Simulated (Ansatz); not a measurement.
# wB97X/6-31G(d) (spherical functions) run of Si3NH9 (trisilylamine)

Aim: the electronic atomisation energy of Si3NH9 (trisilylamine) at wB97X/6-31G* (spherical functions), from 4 runs. 

The calculation is run with Ansatz 0.2.0.

59 further runs of the same task are left out: 59 set aside as unsound or not needed.

### Step 1. Starting point

The species is Si3NH9 (13 atoms), meant as a singlet with charge 0. SMILES: `[SiH3]N([SiH3])[SiH3]`. Geometry: relaxed at PBE0-D4/def2-TZVP.

Bond lengths: Si1–N2 1.735 Å, N2–Si3 1.735 Å, N2–Si4 1.735 Å, Si1–H5 1.488 Å, Si1–H6 1.487 Å, Si1–H7 1.487 Å, Si3–H8 1.487 Å, Si3–H9 1.487 Å, Si3–H10 1.488 Å, Si4–H11 1.487 Å, Si4–H12 1.488 Å, Si4–H13 1.487 Å. Some angles: Si1–N2–Si3 120.0°, Si1–N2–Si4 120.0°, Si3–N2–Si4 120.0°, N2–Si1–H5 107.2°, N2–Si1–H6 111.4°, N2–Si1–H7 111.4°, N2–Si3–H8 111.4°, N2–Si3–H9 111.4°, N2–Si3–H10 107.2°, N2–Si4–H11 111.4°.

### Step 2. The energy at wB97X/6-31G(d) (spherical functions)

Contents of run.yaml:

```yaml
basis:
  gaussian: {orbitals: 6-31G_st_-spherical.json}
crystal:
  periodic: [false, false, false]
  atoms:
    - {symbol: Si, position_ang: [-0.519450, 1.440730, -0.815850]}
    - {symbol: N, position_ang: [-0.000690, -0.000090, 0.000350]}
    - {symbol: Si, position_ang: [0.784860, 0.112060, 1.543580]}
    - {symbol: Si, position_ang: [-0.265590, -1.552910, -0.727470]}
    - {symbol: H, position_ang: [-1.148110, 1.019270, -2.096710]}
    - {symbol: H, position_ang: [-1.512750, 2.195720, -0.007190]}
    - {symbol: H, position_ang: [0.625850, 2.343510, -1.105390]}
    - {symbol: H, position_ang: [0.020170, -0.607680, 2.596110]}
    - {symbol: H, position_ang: [2.158120, -0.455830, 1.496860]}
    - {symbol: H, position_ang: [0.862760, 1.555850, 1.894200]}
    - {symbol: H, position_ang: [-1.713780, -1.813530, -0.940290]}
    - {symbol: H, position_ang: [0.285610, -2.575110, 0.202450]}
    - {symbol: H, position_ang: [0.422990, -1.661990, -2.040670]}
accuracy: high
hamiltonian: {xc: {name: wB97X}}
output: {orbitals: {seedname: orbitals}}
```

The basis set 6-31G* is read from a file made from the Basis Set Exchange's data (not shown).

The run is started by

```sh
$ ansatz run run.yaml --threads 1 --pin off --max-ram 3480MiB --events-out events.jsonl --progress --plain --runs-dir runs
```

The log of the run:

```text
Warning: RAYON_NUM_THREADS=1 ignored (pool sized by the plan → 1); use --threads N
Functional definition: wB97X
  name "wB97X"
  parameter omega = 0.3/bohr
  parameter cx = 0.157706
  parameter cx1 = 0.726479
  parameter cx2 = 1.04760
  parameter cx3 = -5.70635
  parameter cx4 = 13.2794
  parameter css1 = -4.33879
  parameter css2 = 18.2308
  parameter css3 = -31.7430
  parameter css4 = 17.2901
  parameter cos1 = 2.37031
  parameter cos2 = -11.3995
  parameter cos3 = 6.58405
  parameter cos4 = -3.78132
  exchange = spin_sum(e_x_unif_sr(omega)*poly(b97_u_x, 1 - cx, cx1, cx2, cx3, cx4)) + cx*exact_x_sr(omega)
      + exact_x_lr(omega)
  correlation = spin_sum(e_c_pw_same_spin*poly(b97_u_same, 1, css1, css2, css3, css4))
      + integral(e_c_pw_opposite_spin*poly(b97_u_opposite, 1, cos1, cos2, cos3, cos4))
2086 factors; integrals over basis functions are off by at most 3.8e-9 eV
485 factors; integrals over basis functions are off by at most 1.9e-9 eV
mean field evaluation 1: about -25264.0110 eV, gradient 4.5e1 eV
mean field evaluation 2: about -25263.2930 eV, gradient 4.8e1 eV
mean field evaluation 4: about -25268.0949 eV, gradient 3.5e-1 eV
mean field evaluation 8: about -25268.2836 eV, gradient 1.5e-2 eV
mean field evaluation 16: about -25268.2836 eV, gradient 3.5e-6 eV
mean field -25268.28358926 eV, -928.5922944477 hartree, gradient 7.5e-8 eV, S^2 0.000000; 0 other end points of the search recorded, 0 dependent functions left out
reference -25268.28358528 eV, -928.5922943013 hartree; 29, 29 occupied and 57, 57 virtual orbitals, 2086 factors
Total energy: -25268.28358528 eV, -928.5922943013 hartree
```

It took 34 s on 1 thread of Arm Neoverse V2, shared host; peak memory 0.65 GiB.

### Step 3. The H atom

Contents of in.yaml:

```yaml
crystal:
  periodic: [false, false, false]
  atoms:
    - {symbol: H, position_ang: [0.000000, 0.000000, 0.000000]}
basis:
  gaussian:
    orbitals: "6-31G*"
hamiltonian:
  xc: {name: wB97X}
total_charge: 0
magnetization:
  spin_polarized: true
  initial_magnetization: 1
accuracy: high
```

Run the same way, it converges to -0.49932 Eh (log not shown).

### Step 4. The N atom, same level

Contents of molecule.yaml:

```yaml
crystal:
  periodic: [false, false, false]
  atoms:
    - {symbol: N, position_ang: [0.000000, 0.000000, 0.000000]}
basis:
  gaussian: {orbitals: 6-31G_st_-spherical.json}
magnetization: {spin_polarized: true, initial_magnetization: 3}
hamiltonian: {xc: {name: wB97X}}
accuracy: high
```

The basis set 6-31G* is read from a file made from the Basis Set Exchange's data (not shown).

Run the same way, it converges to -54.57213 Eh (log not shown).

### Step 5. The Si atom at the same level

Contents of in.yaml:

```yaml
crystal:
  periodic: [false, false, false]
  atoms:
    - {symbol: Si, position_ang: [0.000000, 0.000000, 0.000000]}
basis:
  gaussian:
    orbitals: 6-31G_st_-spherical.json
magnetization:
  spin_polarized: true
  initial_magnetization: 2
hamiltonian:
  xc: {name: wB97X}
accuracy: high
```

The basis set 6-31G* is read from a file made from the Basis Set Exchange's data (not shown).

Run the same way, it converges to -289.33785 Eh (log not shown).

### Step 6. Results

At wB97X/6-31G* (spherical functions):

| quantity | value |
| --- | --- |
| molecule: total energy | -928.59229 Eh |
| molecule: HOMO energy | -9.79 eV |
| molecule: LUMO energy | 2.11 eV |
| molecule: HOMO–LUMO gap | 11.90 eV |
| H atom: total energy | -0.49932 Eh |
| H atom: ⟨S²⟩ | 0.750 |
| N atom: total energy | -54.57213 Eh |
| N atom: ⟨S²⟩ | 3.755 |
| Si atom: total energy | -289.33785 Eh |
| Si atom: ⟨S²⟩ | 2.003 |
| electronic atomisation energy | 41.164 eV |

In words: Taking the molecule apart into free atoms costs 41.16 eV (3972 kJ/mol), before zero-point energy and without spin-orbit coupling.
